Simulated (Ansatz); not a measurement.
# Ti2Cd: further runs on the relaxed cell

An exercise on one series of results from a longer session: the logs are not shown, and one member is left open.

Method: DFT PBEsol, scalar-relativistic, plane waves, PAW, in Ansatz 0.2.0.

1 further run of the same task is left out (set aside as unsound or not needed).

## The structure to begin with

It takes space group I4/mmm (No. 139, tetragonal). The conventional cell has a = 2.820 Å, b = 2.820 Å, c = 13.287 Å, α = 90.00°, β = 90.00°, γ = 90.00°. Ti (site symmetry 4mm) is surrounded by 8 Ti at 2.79 to 2.82 Å and 4 Cd at 3.08 Å. Around Cd (site symmetry 4/mmm) lie 4 Cd at 2.82 Å and 8 Ti at 3.08 Å.

Structure file:

```
Ti Cd
1.0
    -1.40987    1.40987    6.64354
     1.40987   -1.40987    6.64354
     1.40987    1.40987   -6.64354
Ti Cd
2 1
Direct
  0.32348 0.32348 0.00000
  0.67652 0.67652 0.00000
  0.00000 0.00000 0.00000
```

This cell was relaxed beforehand with the same method: volume 17.61 Å³/atom, gap on the mesh none (metal).

The first run:

Contents of input.yaml:

```yaml
crystal:
  lattice:
    - [-1.4098660582, 1.4098660582, 6.6435443912]
    - [1.4098660582, -1.4098660582, 6.6435443912]
    - [1.4098660582, 1.4098660582, -6.6435443912]
  atoms:
    - { symbol: Ti, position: [0.3234844568, 0.3234844568, 0.0] }
    - { symbol: Ti, position: [0.6765155432, 0.6765155432, 0.0] }
    - { symbol: Cd, position: [0.0, 0.0, 0.0] }
basis:
  ecutwfc: 420
kpoints:
  mp_grid: { grid: [20, 20, 20] }
  band_path:
    path:
      - [[0.0, 0.0, 0.0], [0.0, 0.0, 0.5], [0.25, 0.25, 0.25], [0.0, 0.5, 0.0], [0.0, 0.0, 0.0], [0.5, 0.5, -0.5], [0.2612589, 0.7387411, -0.2612589]]
      - [[-0.2612589, 0.2612589, 0.2612589], [0.0, 0.0, 0.0]]
      - [[0.0, 0.0, 0.5], [-0.0225178, 0.0225178, 0.5]]
      - [[0.5, 0.5, -0.0225178], [0.5, 0.5, -0.5]]
    npoints: 14
hamiltonian:
  xc: pbesol
scf:
  occupations: { method: gaussian, width: 0.1 }
  n_extra_bands: 7
output:
  forces: true
  stress: true
  eigenvalues: true
  populations: true
  dos: { projected: true, de: 0.02, nscf_kmesh: { grid: [30, 30, 30] } }
  bader: true
  write_density: true
  write_potential: true
  elf: true
  volumetric_format: npy
```

Run with:

```console
ansatz run input.yaml --threads 1 --pin off --max-ram 2560MiB --backend cpu --events-out ev --progress --plain --runs-dir out
```

Among the steps run: Bands, states and charges; The cell scaled to 0.97 of its volume; Volume × 1.03; Volume × 0.94; Volume × 1.06.

One of the session's tables, all rows but one given; the rest of the session is left out.

It belongs to the step «Equation of state». 

| volume (Å³/atom) | energy above the lowest point (meV/atom) | pressure (GPa) |
| --- | --- | --- |
| 16.551 | 22.9 | 7.32 |
| 17.079 | 5.4 | 3.36 |
| 17.607 | 0.0 | 0.01 |
| 18.136 | ? | ? |
| 18.664 | 17.9 | -5.19 |

**Question.** Estimate the row for volume (Å³/atom) = 18.136.

Worked estimate for «energy above the lowest point (meV/atom)». A straight line through the neighbours (17.607, 0.0) and (18.664, 17.9) gives 0.0 + (17.9 − 0.0) × (18.136 − 17.607) / (18.664 − 17.607) = 9.0; a parabola fitted to 3 rows on both sides gives 4.2.

The run gave: energy above the lowest point (meV/atom): 4.7; pressure (GPa): -2.81. In «energy above the lowest point (meV/atom)» the line misses by +4.3 and the parabola by -0.5.

Limits of these values: The projections leave out shells that the potentials don't hold, such as empty d states.
